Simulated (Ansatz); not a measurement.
# La3Hf: the cost of one run

Method: DFT PBE, scalar-relativistic, plane waves, PAW, in Ansatz 0.2.0.

## Step 1: The system as given

The structure is cubic, space group Fm-3m (No. 225). Conventional cell: a = 6.849 Å, b = 6.849 Å, c = 6.849 Å, α = 90.00°, β = 90.00°, γ = 90.00°. La (site symmetry -43m) has 4 La at 2.97 Å and 4 Hf at 2.97 Å in its first shell of neighbours. La (site symmetry m-3m) has 8 La at 2.97 Å in its first shell of neighbours. Around Hf (site symmetry m-3m) lie 8 La at 2.97 Å.

As a file:

```cif
data_structure
_symmetry_space_group_name_H-M 'Fm-3m'
_symmetry_Int_Tables_number 225
_cell_length_a 6.8490
_cell_length_b 6.8490
_cell_length_c 6.8490
_cell_angle_alpha 90.000
_cell_angle_beta 90.000
_cell_angle_gamma 90.000
_cell_volume 321.27
loop_
_atom_site_label
_atom_site_type_symbol
_atom_site_symmetry_multiplicity
_atom_site_Wyckoff_symbol
_atom_site_fract_x
_atom_site_fract_y
_atom_site_fract_z
_atom_site_occupancy
La1 La 8 c 0.25000 0.75000 0.75000 1
La2 La 4 a 0.00000 0.00000 0.00000 1
Hf1 Hf 4 b 0.50000 0.00000 0.00000 1
```

The cell is invented: random cell by space group and Wyckoff sites (Fm-3m, No. 225). The dimensions are guesses.

## Step 2: The guess as it stands, on a coarse mesh

File input.yaml:

```yaml
crystal:
  lattice:
    - [0.0, 3.42448173, 3.42448173]
    - [3.42448173, 0.0, 3.42448173]
    - [3.42448173, 3.42448173, 0.0]
  atoms:
    - { symbol: La, position: [0.25, 0.25, 0.25] }
    - { symbol: La, position: [0.0, 0.0, 0.0] }
    - { symbol: La, position: [0.75, 0.75, 0.75] }
    - { symbol: Hf, position: [0.5, 0.5, 0.5] }
basis:
  ecutwfc: 420
kpoints:
  mp_grid: { grid: [4, 4, 4] }
hamiltonian:
  xc: pbe
scf:
  occupations: { method: gaussian, width: 0.1 }
  lower_state_search: "off"
output:
  forces: true
  stress: true
  eigenvalues: true
```

Launch:

```
$ ansatz run input.yaml --threads 1 --pin off --max-ram 2560MiB --backend cpu --events-out ev --progress --plain --runs-dir out
```

**Question.** How long does this run take on 1 thread of Intel Xeon at 2.70GHz, shared host, and how much memory does it need?

About 2.3 s, with a peak of 0.39 GiB.
